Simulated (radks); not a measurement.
# In³⁺ in [Ar] 3d10 4s1 4p6 4d10 4f1: an all-electron calculation

Aim: the levels, the sizes of the orbitals and the parts of the energy of the indium ion In3+.

Program: radks (a radial shooting solver on a logarithmic mesh, Libxc functionals) version 1. Level of theory: Dirac Kohn-Sham, PBE, spin-unpolarised, spherical densities, finite nucleus; open shells are shared between the two j in proportion to 2j + 1. These are calculated values, not measurements, unless marked.

### 1 What is computed

```
element            : indium (Z = 49)
charge             : +3
electrons          : 46
configuration      : [Ar] 3d10 4s1 4p6 4d10 4f1
nuclear rms radius : 4.6156 fm
```

Outer shells as boxes (Hund's rule):

In³⁺
```
[Ar] core
3d [↑↓][↑↓][↑↓][↑↓][↑↓]
4s [↑ ]
4p [↑↓][↑↓][↑↓]
4d [↑↓][↑↓][↑↓][↑↓][↑↓]
4f [↑ ][  ][  ][  ][  ][  ][  ]
```

### 2 The calculation

The run's settings:

```text
Z 49
configuration [Ar] 3d10 4s1 4p6 4d10 4f1
relativity Dirac
functional pbe,pbe
spin unpolarised
j_filling average
nucleus finite rms 4.6156 fm
c 137.035999084
```

**Question.** What will this run give?

As calculated:

| quantity | value |
| --- | --- |
| total energy | -5875.82553 hartree |
| exchange-correlation share of it | 2.70 % |
| −T/E | 1.0506 |
| highest occupied level | 4f7/2, -12.167 eV |
| most extended occupied level | 4f7/2, <r> = 3.63 bohr |
| radius at density 0.001 e/bohr³ | 4.20 bohr |
| maxima of the radial density | 4 |

**Reading.** 4 principal shells are occupied and 4 maxima appear in the radial density. −T/E is 1.051: with relativity the kinetic term as defined here no longer equals −E. This is not the tabulated ground configuration, so its levels and sizes aren't those of the ground state, and no measured value stands beside it.
